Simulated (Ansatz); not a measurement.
**C: elastic constants**

The task, for C: compute the elastic constants.

Computed with Ansatz 0.2.0 (DFT PBE+D3(BJ), scalar-relativistic, plane waves, PAW, unless a step's input says otherwise).

1 further run of the same task is left out (set aside as unsound or not needed).

## 1. Starting point

The structure is hexagonal, space group P6_3/mmc (No. 194). Conventional cell: a = 2.465 Å, b = 2.465 Å, c = 6.708 Å, α = 90.00°, β = 90.00°, γ = 120.00°. Around C (site symmetry -6m2) lie 3 C at 1.42 Å.

Structure file:

```
C
1.0
     2.46525    0.00000    0.00000
    -1.23263    2.13497    0.00000
     0.00000    0.00000    6.70812
C
4
Direct
  0.00000 0.00000 0.25000
  0.00000 0.00000 0.75000
  0.33333 0.66667 0.25000
  0.66667 0.33333 0.75000
```

It goes back to an entry of the Materials Project.

It is the result of an earlier relaxation at this level (volume 8.83 Å³/atom; gap on the mesh: none (metal)).

## 2. Strained cells: the elastic tensor

File input.yaml:

```yaml
crystal:
  lattice:
    - [2.4652503035, 0.0, 0.0]
    - [-1.2326251518, 2.1349693895, 0.0]
    - [0.0, 0.0, 6.7081165967]
  atoms:
    - { symbol: C, position: [0.0, 0.0, 0.25] }
    - { symbol: C, position: [0.0, 0.0, 0.75] }
    - { symbol: C, position: [0.3333333333, 0.6666666667, 0.25] }
    - { symbol: C, position: [0.6666666667, 0.3333333333, 0.75] }
basis:
  ecutwfc: 420
kpoints:
  mp_grid: { grid: [9, 9, 4] }
hamiltonian:
  xc: pbe
  dispersion: d3bj
scf:
  occupations: { method: fermi_dirac, width: 0.15 }
output:
  forces: true
  stress: true
  eigenvalues: true
elastic:
  mode: relaxed_ion
  amplitude: 0.005
  stencil: two_point
```

Command:

```
ansatz run input.yaml --threads 1 --pin off --max-ram 2560MiB --backend cpu --events-out ev --progress --plain --runs-dir out
```

**Question.** What will these runs give? Wanted: C11, C12, C44; C33, C13, C66.

**Answer**, as computed:

```
                   quantity             value
C11, C12, C44 (relaxed-ion)  1033, 200, 2 GPa
C33, C13, C66 (relaxed-ion)   34, -8, 417 GPa
```

In words: Stability against strain is too close to call: the least eigenvalue, 1.6 GPa, is small, and the k mesh of this metal was not tested.
